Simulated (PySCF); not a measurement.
# BF3 (boron trifluoride) at 6 levels

We compute a comparison of 6 runs (HF/STO-3G, HF/3-21G, B3LYP/6-31G*, PBE0/def2-SVP, B3LYP/6-31+G*, CCSD(T)/STO-3G) of BF3 (boron trifluoride). 

The results are computed with PySCF 2.14.0.

## Step 1: The system as given

BF3: 4 atoms, total charge 0, spin state singlet. SMILES: `FB(F)F`. The coordinates come from a PBE0-D4/def2-TZVP relaxation.

Bond lengths: F1–B2 1.311 Å, B2–F3 1.311 Å, B2–F4 1.311 Å. Angles: F1–B2–F3 120.0°, F1–B2–F4 120.0°, F3–B2–F4 120.0°.

## Step 2: Energy and forces at HF/STO-3G (run 1)

Input file geometry.xyz:

```xyz
4

F      0.543870     0.210740     1.174280
B      0.000020     0.000000     0.000010
F     -0.265170    -1.223510    -0.389620
F     -0.278730     1.012770    -0.784660
```

Input file calc.py:

```python
# FB(F)F
from pyscf import gto

molecule = gto.M(
    atom='geometry.xyz',
    spin=0,
    basis='sto-3g',
    max_memory=1860,
    verbose=4,
)

mf = molecule.RHF()
mf.conv_tol = 1e-10
mf.kernel()
if not mf.converged:
    mf = mf.newton().run(mf.mo_coeff, mf.mo_occ)

e_final = mf.e_tot
print('E = %.10f Eh' % e_final)
grad = mf.nuc_grad_method().kernel()
dip = mf.dip_moment()
pop, q = mf.mulliken_pop()
```

Run with:

```console
$ OMP_NUM_THREADS=1 python calc.py
```

Standard output:

```text
PySCF version 2.14.0

[... 54 lines left out ...]
converged SCF energy = -318.661916140922
[... 11 lines left out ...]
Dipole moment(X, Y, Z, Debye):  0.00015,  0.00000,  0.00008
[... 25 lines left out ...]
charge of    3F =     -0.21686
```

It took 0.66 s on 1 thread of Arm Neoverse V2, shared host; peak memory 0.14 GiB.

## Step 3: Energy and gradient at HF/3-21G (run 2)

Input file run.py:

```python
# FB(F)F
from pyscf import gto

molecule = gto.Mole()
molecule.atom = '''
F      1.027765     0.398241     2.219068
B      0.000038     0.000000     0.000019
F     -0.501099    -2.312099    -0.736275
F     -0.526723     1.913858    -1.482793
'''
molecule.charge = 0
molecule.basis = '3-21g'
molecule.max_memory = 1860
molecule.unit = 'bohr'
molecule.verbose = 4
molecule.spin = 0
molecule.build()

mf = molecule.RHF()
mf.conv_tol = 1e-10
mf.kernel()
if not mf.converged:
    mf = mf.newton().run(mf.mo_coeff, mf.mo_occ)

e_final = mf.e_tot
print(f'total energy: {e_final:.8f} hartree')
grad = mf.nuc_grad_method().kernel()
mf.analyze()
```

Run with:

```console
$ OMP_NUM_THREADS=1 python run.py
```

Standard output:

```text
PySCF version 2.14.0

[... 68 lines left out ...]
Nuclear Repulsion Energy =             111.109135395244891
[... 9 lines left out ...]
MO #4   energy= -7.77453239545566  occ= 2
[... 7 lines left out ...]
MO #12  energy= -0.676200700888027 occ= 2
[... 7 lines left out ...]
MO #20  energy= 0.419812674684143  occ= 0
[... 7 lines left out ...]
MO #28  energy= 2.2759941346561    occ= 0
[... 7 lines left out ...]
MO #36  energy= 4.05824345674406   occ= 0
[... 43 lines left out ...]
Dipole moment(X, Y, Z, Debye):  0.00021,  0.00000,  0.00010
```

Wall time 0.68 s (1 thread of Arm Neoverse V2, shared host); peak memory 0.14 GiB.

## Step 4: Energy and gradient at B3LYP/6-31G(d) (spherical functions) (run 3)

Input file input.py:

```python
# FB(F)F
from pyscf import gto, dft

mol = gto.M(
    atom=[
    ('F', (0.543870, 0.210740, 1.174280)),
    ('B', (0.000020, -0.000000, 0.000010)),
    ('F', (-0.265170, -1.223510, -0.389620)),
    ('F', (-0.278730, 1.012770, -0.784660)),
],
    max_memory=1860,
    spin=0,
    basis='6-31g*',
    verbose=4,
)

calc0 = dft.RKS(mol, xc='b3lyp')
calc0.conv_tol = 1e-10
calc0.grids.level = 5
calc0.kernel()
if not calc0.converged:
    calc0 = calc0.newton().run(calc0.mo_coeff, calc0.mo_occ)

e_tot = calc0.e_tot
print('E(%s) = %.9f' % ('B3LYP', e_tot))
grad = calc0.nuc_grad_method().kernel()
dip = calc0.dip_moment()
pop, q = calc0.mulliken_pop()
```

Run with:

```console
$ OMP_NUM_THREADS=1 python input.py
```

Standard output:

```text
PySCF version 2.14.0

[... 68 lines left out ...]
converged SCF energy = -324.548992058159
[... 12 lines left out ...]
Dipole moment(X, Y, Z, Debye):  0.00015,  0.00001,  0.00010
[... 61 lines left out ...]
charge of    3F =     -0.24130
```

Wall time 7.5 s (1 thread of Arm Neoverse V2, shared host); peak memory 0.59 GiB.

Runs 4 to 5 aren't shown in full; the table further down has their settings and results.

## Step 5: A single-point energy at CCSD(T)/STO-3G (run 6)

Input file run.py:

```python
from pyscf import gto, cc

mol = gto.M(
    atom='''
F      1.027765     0.398241     2.219068
B      0.000038     0.000000     0.000019
F     -0.501099    -2.312099    -0.736275
F     -0.526723     1.913858    -1.482793
''',
    unit='bohr',
    basis='sto-3g',
    charge=0,
    verbose=3,
    max_memory=1860,
)

mf = mol.RHF()
mf.conv_tol = 1e-10
mf.kernel()
if not mf.converged:
    mf = mf.newton().run(mf.mo_coeff, mf.mo_occ)

mycc = cc.CCSD(mf, frozen=4)
mycc.kernel()
e_t = mycc.ccsd_t()
etot = mycc.e_tot + e_t
print(f'total energy: {etot:.8f} hartree')
mf.analyze()
```

Run with:

```console
$ OMP_NUM_THREADS=1 python run.py
```

Standard output:

```text
converged SCF energy = -318.661916138648
E(CCSD) = -318.7692883961345  E_corr = -0.1073722574867445
CCSD(T) correction = -0.00848083644410996
total energy: -318.77776923 hartree
**** MO energy ****
MO #1   energy= -25.9589209470991  occ= 2
MO #2   energy= -25.9587980981835  occ= 2
MO #3   energy= -25.9587909306844  occ= 2
MO #4   energy= -7.5516519646319   occ= 2
MO #5   energy= -1.55832487464176  occ= 2
MO #6   energy= -1.50901873471921  occ= 2
MO #7   energy= -1.5090093193321   occ= 2
MO #8   energy= -0.681144844079719 occ= 2
MO #9   energy= -0.63538666563476  occ= 2
MO #10  energy= -0.635384489519398 occ= 2
MO #11  energy= -0.610344211488553 occ= 2
MO #12  energy= -0.481316106073634 occ= 2
MO #13  energy= -0.479952828074549 occ= 2
MO #14  energy= -0.479949764403118 occ= 2
MO #15  energy= -0.4787120250615   occ= 2
MO #16  energy= -0.478705986423012 occ= 2
MO #17  energy= 0.341351305369783  occ= 0
MO #18  energy= 0.609201194554882  occ= 0
MO #19  energy= 0.821869050339974  occ= 0
MO #20  energy= 0.821906387233102  occ= 0
 ** Mulliken atomic charges  **
charge of    0F =     -0.10934
charge of    1B =      0.32802
charge of    2F =     -0.10934
charge of    3F =     -0.10934
Dipole moment(X, Y, Z, Debye):  0.00015,  0.00000,  0.00008
```

It took 0.7 s on 1 thread of Arm Neoverse V2, shared host; peak memory 0.14 GiB.

## Step 6: Overview of the runs

```csv
run,level,integration grid,task,energy (Eh),dipole moment (D) of the reference,HOMO energy (eV),LUMO energy (eV),wall time
1,HF/STO-3G,–,gradient,-318.661916,0.00,-13.03,9.29,0.66 s
2,HF/3-21G,–,gradient,-321.464764,0.00,-17.62,5.10,0.68 s
3,B3LYP/6-31G* (spherical functions),5,gradient,-324.548992,0.00,-11.25,1.09,7.5 s
4,PBE0/def2-SVP,5,gradient,-323.993664,0.00,-11.99,0.97,6.9 s
5,B3LYP/6-31+G* (spherical functions),5,gradient,-324.576081,0.00,-11.97,-0.48,11 s
6,CCSD(T)/STO-3G,–,energy,-318.777769,0.00,-13.03,9.29,0.7 s
```

## Step 7: What came out

```
                                          quantity          value
                               run 6: total energy  -318.77777 Eh
       run 6: dipole moment (Hartree–Fock density)         0.00 D
        run 6: HOMO energy (Hartree–Fock orbitals)      -13.03 eV
        run 6: LUMO energy (Hartree–Fock orbitals)        9.29 eV
      run 6: HOMO–LUMO gap (Hartree–Fock orbitals)       22.31 eV
run 6: correlation energy (4 core orbitals frozen)     -115.9 mEh
                             run 6: (T) correction      -8.48 mEh
                              run 6: T1 diagnostic          0.014
```

**Reading.** Over runs 1, 2, 3, 4, 5 the HOMO–LUMO gap runs from 11.48 eV (B3LYP/6-31+G*) to 22.73 eV (HF/3-21G). The two ends differ in method and basis. Totals of different functionals can't be ranked against each other. In runs 1, 6 the basis is minimal, so the values are rough. All runs together took 27 s, the longest 11 s.
